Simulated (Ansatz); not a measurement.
## LiZn3 and its free atoms: a cohesive energy from free atoms

Run with Ansatz's Python interface.

The script, `cohesive_lizn3.py`:
```python
from collections import Counter
import warnings

import ansatz

FUNCTIONAL = 'pbesol'
CUTOFF = 550
SCF_TOL = 1e-08
K_SPACING = 0.33
OCCUPATIONS = 'gaussian'
SMEARING_WIDTH = 0.02


def counts(outcome):
    return Counter(site.symbol for site in outcome.lattice.sites)

UNPAIRED = {'Li': 1, 'Zn': 0}  # unpaired electrons of the free atoms


def ground_state(name, crystal):
    calc = (
        crystal.calculation()
        .functional(FUNCTIONAL)
        .basis(CUTOFF)
        .scf(tolerance=SCF_TOL)
        .kpoints(spacing=K_SPACING)
        .occupations(OCCUPATIONS, width=SMEARING_WIDTH)
    )
    if name.endswith(' atom'):
        calc = calc.kpoints(1, 1, 1).occupations('fermi_dirac', width=0.01)
        if UNPAIRED[name.split()[0]]:
            calc = calc.spin('collinear')
        return calc.run(threads=1, backend='cpu')
    calc = calc.relax(force_tolerance=0.01, max_steps=60, cell=True)
    return calc.run(threads=1, backend='cpu')


def main() -> None:
    warnings.simplefilter('ignore', ansatz.DeckWarning)

    phases = {}
    lizn3 = (
        ansatz.Lattice.of((0.0, 3.01111, 3.01111), (3.01111, 0.0, 3.01111), (3.01111, 3.01111, 0.0))
        .atom('Li', (0.0, 0.0, 0.0))
        .atom('Zn', (0.25, 0.25, 0.25))
        .atom('Zn', (0.75, 0.75, 0.75))
        .atom('Zn', (0.5, 0.5, 0.5))
    )
    phases['LiZn3'] = lizn3
    for element, moment in UNPAIRED.items():
        phases[f'{element} atom'] = ansatz.Lattice.orthorhombic(9.0, 9.5, 10.0).atom(element, (0.5, 0.5, 0.5), moment=moment or None)

    done = {}
    for name, crystal in phases.items():
        done[name] = ground_state(name, crystal)
        print(f'{name}: {done[name].report["energy_sigma0_ev"]:.4f} eV, {len(done[name].lattice.sites)} atoms')

    print({element: round(done[f'{element} atom'].report['magnetization_mub'], 2) for element in UNPAIRED}, 'muB on the free atoms')
    solid = done['LiZn3']
    n = counts(solid)
    binding = (sum(k * done[f'{e} atom'].report['energy_sigma0_ev'] for e, k in n.items()) - solid.report['energy_sigma0_ev']) / sum(n.values())
    print(f'cohesive energy {binding:.3f} eV/atom = {96.4853 * binding:.0f} kJ/mol of atoms (no zero-point energy)')


if __name__ == '__main__':
    main()
```

Output of `python cohesive_lizn3.py`:
```text
LiZn3: -10046.3626 eV, 4 atoms
Li atom: -201.3541 eV, 1 atoms
Zn atom: -3279.3273 eV, 1 atoms
{'Li': 1.0, 'Zn': 0.0} muB on the free atoms
cohesive energy 1.757 eV/atom = 169 kJ/mol of atoms (no zero-point energy)
```

Reading the output:
- Total energies depend on the potentials; only differences at equal settings carry meaning.
- The magnetic order follows from the starting moments and needn't be the lowest.
- For the metals among these phases the mesh is modest: differences between phases can be off by up to 40 meV an atom.
- The program warned that this SCF threshold is loose for forces or stresses.
- The cells come from databases of deposited and of computed structures, and not all need be stable phases.
- Free atoms in a box carry small image and symmetry errors, and spin-orbit coupling is left out.
- The script silences the warnings on its input, which a real study should read.
- It ran for 29 s on 1 thread of Intel(R) Xeon(R) 6975P-C (Granite Rapids), with other jobs on the host, peak memory 0.88 GiB.

(Lines on the test bed's own set-up are left out of the output.)
